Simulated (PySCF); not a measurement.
# C3H8BN: the cost of one run

Computed with PySCF 2.14.0, with density-fitted response routines of our own, on a single molecule in the gas phase. Atoms count from 0, in the outputs and in this text.

### Step 1. Starting geometry

13 atoms, charge 0, multiplicity 1; geometry from: GFN2-xTB. The atoms were then displaced at random by about 0.01 Å, so the start is not that level's minimum.

Bonds of the start (Å): N0–B1 1.41, B1–C2 1.58, C2–C3 1.47, C3–C4 1.48, C4–C2 1.50, N0–H5 0.99, N0–H6 1.00, B1–H7 1.17, C2–H8 1.06, C3–H9 1.10, C3–H10 1.10, C4–H11 1.06, C4–H12 1.09.

### Step 2. Optimising the geometry at PBE0-D3(BJ)/def2-SVP

Job settings and geometry (Å):

```
{"job": {"xc": "PBE0", "basis": "def2-SVP", "d3": "d3bj", "grid": 1, "shake": 0.01, "kind": "geom"}, "charge": 0, "multiplicity": 1}
N      2.338710    -0.128380     0.144510
B      1.017140     0.117340     0.569250
C     -0.189210    -0.127150    -0.416490
C     -1.457430    -0.649510     0.102640
C     -1.400240     0.749890    -0.371510
H      3.131090     0.037010     0.709190
H      2.552720    -0.424060    -0.787270
H      0.865750     0.500570     1.665160
H      0.081340    -0.466400    -1.387250
H     -1.583570    -0.835680     1.176430
H     -2.035900    -1.367240    -0.494560
H     -1.861320     1.024620    -1.289770
H     -1.453240     1.552100     0.369340
```

Started as:

```console
OMP_NUM_THREADS=1 python probes_run.py task.json out
```

The driver reads the jobs from task.json and runs them one after another.

**Question.** How long does this first job take on 1 thread of Arm Neoverse N1, shared host, and how much memory does it need?

About 63 s, with a peak of 0.45 GiB.
